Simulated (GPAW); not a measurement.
Runs of GPAW 26.7.0 on MgTiNbO4. Symmetry: Cm, No. 8, monoclinic system. Conventional cell: a = 9.421 Å, b = 4.206 Å, c = 4.204 Å, α = 90.00°, β = 116.36°, γ = 90.00°. Nb (site symmetry m) has 6 O at 2.10 to 2.18 Å as nearest neighbours. Ti (site symmetry m) has 6 O at 2.10 to 2.12 Å as nearest neighbours. Mg (site symmetry m) is surrounded by 6 O at 2.04 to 2.10 Å. O (site symmetry m) has 1 Mg at 2.04 Å and 2 Ti at 2.10 Å and 1 Nb at 2.18 Å as nearest neighbours. Around O (site symmetry m) lie 2 Mg at 2.10 Å and 2 Nb at 2.10 Å and 1 Ti at 2.12 Å. Around O (site symmetry m) lie 1 Mg at 2.04 Å and 2 Ti at 2.10 to 2.11 Å and 1 Nb at 2.18 Å. O (site symmetry m) has 2 Nb at 2.10 Å and 2 Mg at 2.10 Å and 1 Ti at 2.11 Å as nearest neighbours. The cell comes from a database or a generator and needn't be the stable form of this composition.

| task | level | potentials or basis | cutoff (eV) | maxiter | band path | band points | convergence | gap on the mesh (eV) | pressure (GPa) | largest force (eV/Å) |
| --- | --- | --- | --- | --- | --- | --- | --- | --- | --- | --- |
| band structure | PBEsol | PAW data sets generated in the run's folder for this functional, pw | 800 | 150 | XGY,LGZ,NGM,RG | 60 | - | - | -9.5 | (a) |
| band structure | PBE | GPAW PAW data sets (gpaw-data 1.2.1), pw | 800 | 150 | XGY,LGZ,NGM,RG | 60 | - | - | -3.0 | 0.27 |
| band structure | LDA | the program's PAW data sets (release 1.2.1) made for this functional, pw | 800 | 150 | XGY,LGZ,NGM,RG | 60 | - | - | -15.9 | 0.44 |
| single point | PBE | GPAW PAW data sets (gpaw-data 1.2.1), pw | 600 | 120 | - | - | default | none | -8.0 | 0.26 |
| single point | LDA | the program's PAW data sets (release 1.2.1) made for this functional, pw | 600 | 120 | - | - | default | none | (b) | 0.43 |

Alike in all rows: no spin polarisation; cell as given; k mesh 5 × 5 × 5; smearing fermi-dirac 0.05 eV.

Question: Estimate the missing entries.

Answer: (a) 0.40; (b) -21.1.

Caveats: an odd number of electrons without spin polarisation forces a metal; a magnetic or distorted state may lie lower; semilocal functionals often make such compounds metallic where correlation or magnetic order opens a gap, which also shifts bond lengths; the cutoff is short for stress and forces, so pressures can be off by a GPa or more (some runs); so large a pressure means that the cell lies far from this level's equilibrium, or that cutoff or potentials fall short (some runs).

A k mesh can miss the band edges, and the runs leave out spin-orbit coupling on Nb.

A gap of «none» marks a metal or a gap under the smearing width.

Not every run made on this cell is shown here.
